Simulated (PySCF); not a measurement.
**InSiH4ClO2 (SMILES [OH][In]([Cl])[O][SiH3]) at 3 levels**

Wanted: a comparison of 3 runs (HF/def2-SVPD, BLYP/STO-3G, B3LYP/def2-TZVP) of InSiH4ClO2. The job is set up through a Python script.

The results are computed with PySCF 2.14.0.

### Step 1. Starting point

InSiH4ClO2: 9 atoms, total charge 0, spin state singlet. SMILES: `[OH][In]([Cl])[O][SiH3]`. The shape comes from GFN2-xTB, which is rough for such elements, and wasn't checked as a minimum. This is one conformer, not always the lowest.

Bond lengths: O1–In2 1.943 Å, In2–Cl3 2.268 Å, In2–O4 1.965 Å, O4–Si5 1.616 Å, O1–H6 0.958 Å, Si5–H7 1.476 Å, Si5–H8 1.462 Å, Si5–H9 1.476 Å. Some angles: O1–In2–Cl3 125.1°, O1–In2–O4 115.9°, Cl3–In2–O4 119.0°, In2–O4–Si5 134.3°, In2–O1–H6 112.2°, O4–Si5–H7 110.7°, O4–Si5–H8 100.8°, O4–Si5–H9 110.6°, H7–Si5–H8 112.9°, H7–Si5–H9 108.5°.

### Step 2. Energy and gradient at HF/def2-SVPD (core potential) (run 1)

input.py reads:

```python
from pyscf import gto, scf

mol = gto.M(
    atom='''
O      1.793280     1.601180     0.589660
In     1.654140    -0.301050     0.216640
Cl     3.383410    -1.767050     0.261740
O     -0.140340    -0.957420    -0.243470
Si    -1.606160    -0.280660    -0.312060
H      0.951820     2.050880     0.498310
H     -1.625310     0.826750    -1.287600
H     -2.415500    -1.423650    -0.731410
H     -1.995340     0.251020     1.008190
''',
    ecp={'In': 'def2-svp'},
    verbose=3,
    max_memory=1860,
    basis='def2-svpd',
)

hf = scf.RHF(mol)
hf.conv_tol = 1e-10
hf.kernel()
if not hf.converged:
    hf = hf.newton().run(hf.mo_coeff, hf.mo_occ)

etot = hf.e_tot
print('E = %.10f Eh' % etot)
grad = hf.nuc_grad_method().kernel()
dip = hf.dip_moment()
pop, q = hf.mulliken_pop()
```

On the command line:

```console
$ OMP_NUM_THREADS=1 python input.py
```

What it wrote:

```text
converged SCF energy = -1089.47179956338
[... 9 lines left out ...]
Dipole moment(X, Y, Z, Debye): -1.20011,  0.89920, -0.02928
[... 171 lines left out ...]
charge of    8H =     -0.14302
```

It took 62 s on 1 thread of Intel Xeon at 2.70GHz, shared host; peak memory 0.76 GiB.

### Step 3. Energy and forces at BLYP/STO-3G (run 2)

job.py reads:

```python
from pyscf import gto, dft

molecule = gto.Mole()
molecule.atom = [
    ('O', (1.793280, 1.601180, 0.589660)),
    ('In', (1.654140, -0.301050, 0.216640)),
    ('Cl', (3.383410, -1.767050, 0.261740)),
    ('O', (-0.140340, -0.957420, -0.243470)),
    ('Si', (-1.606160, -0.280660, -0.312060)),
    ('H', (0.951820, 2.050880, 0.498310)),
    ('H', (-1.625310, 0.826750, -1.287600)),
    ('H', (-2.415500, -1.423650, -0.731410)),
    ('H', (-1.995340, 0.251020, 1.008190)),
]
molecule.basis = 'sto-3g'
molecule.verbose = 4
molecule.charge = 0
molecule.max_memory = 1860
molecule.spin = 0
molecule.build()

ks = dft.RKS(molecule, xc='blyp')
ks.conv_tol = 1e-10
ks.grids.level = 5
ks.kernel()
if not ks.converged:
    ks = ks.newton().run(ks.mo_coeff, ks.mo_occ)

e_final = ks.e_tot
print('E(%s) = %.9f' % ('BLYP', e_final))
grad = ks.nuc_grad_method().kernel()
ks.analyze()
```

On the command line:

```console
$ OMP_NUM_THREADS=1 python job.py
```

What it wrote:

```text
PySCF version 2.14.0

[... 100 lines left out ...]
Total Energy =                       -6576.773590764172695
[... 9 lines left out ...]
MO #3   energy= -133.811141550513  occ= 2
[... 7 lines left out ...]
MO #11  energy= -22.7324541051485  occ= 2
[... 7 lines left out ...]
MO #19  energy= -8.8774378760004   occ= 2
[... 7 lines left out ...]
MO #27  energy= -3.24835681608175  occ= 2
[... 7 lines left out ...]
MO #35  energy= -0.346503239726721 occ= 2
[... 7 lines left out ...]
MO #43  energy= -0.201233059556686 occ= 2
[... 7 lines left out ...]
MO #51  energy= 0.0575278061840359 occ= 0
[... 7 lines left out ...]
MO #59  energy= 0.394099694680889  occ= 0
[... 71 lines left out ...]
Dipole moment(X, Y, Z, Debye): -2.51629,  2.18869, -0.05049
```

Run time: 37 s. Hardware: 1 thread of Intel Xeon at 2.70GHz, shared host; peak memory 0.6 GiB.

### Step 4. Energy and gradient at B3LYP/def2-TZVP (core potential) (run 3)

input.xyz reads:

```xyz
9

O      1.793280     1.601180     0.589660
In     1.654140    -0.301050     0.216640
Cl     3.383410    -1.767050     0.261740
O     -0.140340    -0.957420    -0.243470
Si    -1.606160    -0.280660    -0.312060
H      0.951820     2.050880     0.498310
H     -1.625310     0.826750    -1.287600
H     -2.415500    -1.423650    -0.731410
H     -1.995340     0.251020     1.008190
```

run.py reads:

```python
from pyscf import gto, dft

mol = gto.M(
    atom='input.xyz',
    basis='def2-tzvp',
    verbose=4,
    charge=0,
    max_memory=1860,
    ecp={'In': 'def2-svp'},
)

mf = dft.RKS(mol)
mf.xc = 'b3lyp'
mf.grids.level = 5
mf.conv_tol = 1e-10
mf.kernel()
if not mf.converged:
    mf = mf.newton().run(mf.mo_coeff, mf.mo_occ)

energy = mf.e_tot
print('E = %.10f Eh' % energy)
grad = mf.nuc_grad_method().kernel()
dip = mf.dip_moment()
pop, q = mf.mulliken_pop()
```

On the command line:

```console
$ OMP_NUM_THREADS=1 python run.py
```

What it wrote:

```text
PySCF version 2.14.0

[... 87 lines left out ...]
converged SCF energy = -1092.99228774824
[... 13 lines left out ...]
Dipole moment(X, Y, Z, Debye): -1.01493,  0.93540, -0.00195
[... 220 lines left out ...]
charge of    8H =     -0.07675
```

Wall time 6.2 min (1 thread of Intel Xeon at 2.70GHz, shared host); peak memory 1.7 GiB.

### Step 5. Overview of the runs

| run | level | core potential | integration grid | energy (Eh) | dipole moment (D) | HOMO energy (eV) | LUMO energy (eV) | wall time |
| --- | --- | --- | --- | --- | --- | --- | --- | --- |
| 1 | HF/def2-SVPD (core potential) | def2-svp | – | -1089.471800 | 1.50 | -12.22 | 0.44 | 62 s |
| 2 | BLYP/STO-3G | – | 5 | -6576.773591 | 3.34 | -2.11 | 1.57 | 37 s |
| 3 | B3LYP/def2-TZVP (core potential) | def2-svp | 5 | -1092.992288 | 1.38 | -8.38 | -2.64 | 6.2 min |

### Step 6. Results

```
                       quantity           value
            run 3: total energy  -1092.99229 Eh
           run 3: dipole moment          1.38 D
             run 3: HOMO energy        -8.38 eV
             run 3: LUMO energy        -2.64 eV
           run 3: HOMO–LUMO gap         5.75 eV
run 3: largest force on an atom      0.812 eV/Å
```

**Reading.** The dipole moment (its size) runs from 1.38 D (B3LYP/def2-TZVP) to 3.34 D (BLYP/STO-3G). The two ends differ in method and basis and core potential. The HOMO–LUMO gap runs from 3.67 eV (BLYP/STO-3G) to 12.65 eV (HF/def2-SVPD). Totals of different functionals can't be ranked against each other. Some runs of one species differ in core potentials or relativity; totals across that change don't compare. In run 2 the basis is minimal, so the values are rough. In run 2 relativity is left out where basis or elements ask for it. All runs together took 7.9 min, the longest 6.2 min.
